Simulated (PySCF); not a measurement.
# C5H10Ge (Ge(CCH)Me3): the cost of one run

Programs: PySCF 2.14.0, with density-fitted response routines of our own. Each step states its level of theory. These are calculated values for one molecule in the gas phase, unless marked as measured. Atoms are numbered from 0 throughout.

### 1 Starting geometry

16 atoms, charge 0, multiplicity 1; geometry from: GFN2-xTB. The atoms were then displaced at random by about 0.03 Å, so the start is not that level's minimum.

Bonds of the start (Å): Ge0–C1 1.90, Ge0–C4 1.93, Ge0–C8 2.08, Ge0–C12 1.98, C1–C2 1.18, C2–H3 1.08, C4–H5 1.06, C4–H6 1.11, C4–H7 1.15, C8–H9 1.11, C8–H10 1.05, C8–H11 1.05, C12–H13 1.07, C12–H14 1.18, C12–H15 1.03.

### 2 Optimising the geometry at PBE0-D3(BJ)/def2-SVP

Job settings and geometry (Å):

```
{"job": {"xc": "PBE0", "basis": "def2-SVP", "d3": "d3bj", "grid": 1, "maxiter": 40, "shake": 0.03, "kind": "geom"}, "charge": 0, "multiplicity": 1}
Ge     0.060390    -0.075380    -0.039070
C     -0.024000    -0.013200     1.858250
C     -0.065980    -0.016210     3.041260
H      0.088260    -0.003580     4.110090
C      1.879840    -0.015830    -0.685780
H      1.925790    -0.015790    -1.746320
H      2.449320    -0.863270    -0.260710
H      2.447540     0.917370    -0.333600
C     -0.951680     1.650990    -0.600730
H     -0.945790     1.686870    -1.713810
H     -0.494240     2.518240    -0.238940
H     -1.962760     1.633360    -0.305600
C     -1.021960    -1.603560    -0.696470
H     -2.002240    -1.659840    -0.261080
H     -0.431240    -2.559600    -0.330310
H     -0.985610    -1.614510    -1.730760
```

Launch:

```
$ OMP_NUM_THREADS=1 python probes_run.py task.json out
```

This one command runs all jobs of the session in turn.

Q: Estimate the wall time and peak memory of this first job on 1 thread of Intel Xeon Platinum 8488C, shared host.

About 61 s, with a peak of 0.61 GiB.
